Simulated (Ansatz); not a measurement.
# C₂H₆F₂N₂W: one species, many methods

The task here is to estimate one member of a computed series from the others.

Computed with Ansatz 0.2.0, Gaussian basis. Level: functionals in def2-TZVPP, the program's frozen cores in correlated methods.

Plan: LDA (SPW92), PBE-D4, revPBE-D4, BLYP-D4, r2SCAN-D4, B97M-V, PBE0-D4, B3LYP-D4, r2SCANh-D4, r2SCAN0-D4, HSE06-D4, BHLYP-D4, CAM-B3LYP-D4, LC-ωPBE, ωB97X-V, ωB97M-V, B2PLYP, PBE-QIDH; CCSD(T)/def2-SVP; CCSD(T)/def2-TZVPP; MP2/def2-QZVPP; extrapolation to the limit; RPA on PBE.

### The geometry

The geometry comes from an earlier relaxation with PBE0-D4 in a triple-zeta def2 set; it is a stationary point, not always the lowest conformer. W takes the def2 core potential; no spin-orbit term is included.

SMILES `C[N]=[W]([F])([F])=[N]C`, 13 atoms, charge 0, spin multiplicity 1.

Atoms are counted from 1 here; the program's logs count them from 0.

Bond lengths: C1–N2 1.418 Å, C1–H8 1.095 Å, C1–H9 1.095 Å, C1–H10 1.095 Å, N2–W3 1.740 Å, W3–F4 1.880 Å, W3–F5 1.880 Å, W3–N6 1.740 Å, N6–C7 1.418 Å, C7–H11 1.095 Å, C7–H12 1.095 Å, C7–H13 1.095 Å. Angles: N2–C1–H8 111.7°, N2–C1–H9 110.3°, N2–C1–H10 110.3°, H8–C1–H9 108.3°, H8–C1–H10 108.3°, H9–C1–H10 107.9°, C1–N2–W3 160.7°, N2–W3–F4 107.8°, N2–W3–F5 107.8°, N2–W3–N6 108.9°, F4–W3–F5 116.6°, F4–W3–N6 107.8°, F5–W3–N6 107.8°, W3–N6–C7 160.4°, N6–C7–H11 110.3°, N6–C7–H12 111.7°, N6–C7–H13 110.3°, H11–C7–H12 108.3° and more.

Set-up of the first run:

Input file in.yaml:

```yaml
crystal:
  periodic: [false, false, false]
  atoms:
    - {symbol: C, position_ang: [-0.251595, 0.182462, 2.312407]}
    - {symbol: N, position_ang: [-0.107508, 0.961010, 1.135622]}
    - {symbol: W, position_ang: [0.085498, 1.380885, -0.542213]}
    - {symbol: F, position_ang: [-1.446925, 2.328806, -1.077141]}
    - {symbol: F, position_ang: [1.731590, 2.269481, -0.726228]}
    - {symbol: N, position_ang: [0.162153, -0.080858, -1.483881]}
    - {symbol: C, position_ang: [0.172424, -1.461110, -1.810684]}
    - {symbol: H, position_ang: [-0.242543, -0.890249, 2.092441]}
    - {symbol: H, position_ang: [0.563594, 0.396759, 3.010725]}
    - {symbol: H, position_ang: [-1.195108, 0.422617, 2.812620]}
    - {symbol: H, position_ang: [-0.640156, -1.691671, -2.507084]}
    - {symbol: H, position_ang: [0.051683, -2.089098, -0.921572]}
    - {symbol: H, position_ang: [1.116902, -1.729035, -2.295021]}
basis:
  gaussian: {orbitals: def2-TZVPP}
hamiltonian: {xc: lda}
output: {orbitals: {seedname: orbitals}}
```

Launch:

```sh
> ansatz run in.yaml --threads 2 --pin off --events-out ev --progress --plain --max-ram 32768MiB --backend cuda --devices 0, --max-vram 18GiB
```

Steps of the session up to this table: LDA; PBE-D4 (GGA); revPBE-D4 (GGA); BLYP-D4 (GGA); r2SCAN-D4 (meta-GGA); B97M-V (meta-GGA); B3LYP-D4 (hybrid); r2SCANh-D4 (hybrid); r2SCAN0-D4 (hybrid); HSE06-D4 (hybrid); BHLYP-D4 (hybrid); CAM-B3LYP-D4 (range-separated); LC-ωPBE (range-separated); ωB97X-V (range-separated); ωB97M-V (range-separated); B2PLYP (double hybrid); PBE-QIDH (double hybrid).

One of the session's tables, all rows but one given; the rest of the session is left out.

It belongs to the step «Orbital energies across the functionals». 

```
  functional  HOMO (eV)  gap (eV)
 LDA (SPW92)      -6.19      4.04
      PBE-D4      -6.02      4.12
   revPBE-D4      -5.95      4.16
     BLYP-D4      -5.90      4.08
   r2SCAN-D4      -6.28      4.50
      B97M-V      -6.37      4.54
     PBE0-D4      -7.30      6.21
    B3LYP-D4          ?         ?
  r2SCANh-D4      -6.76      5.28
  r2SCAN0-D4      -7.49      6.46
    HSE06-D4      -6.90      5.44
    BHLYP-D4      -8.50      8.29
CAM-B3LYP-D4      -8.62      8.56
     LC-ωPBE      -9.87     11.03
     ωB97X-V      -9.55     10.60
     ωB97M-V      -9.48     10.42
```

Q: Estimate the row for B3LYP-D4 from the others.

Worked estimate for «HOMO (eV)». Against the share of exact exchange, BLYP-D4 (0, -5.90), BHLYP-D4 (0.5, -8.50) give a slope of -5.20 per unit share; at 0.2 the line stands at -6.94.

The run gave: HOMO (eV): -7.10; gap (eV): 5.74. In «HOMO (eV)» the line misses by +0.16.
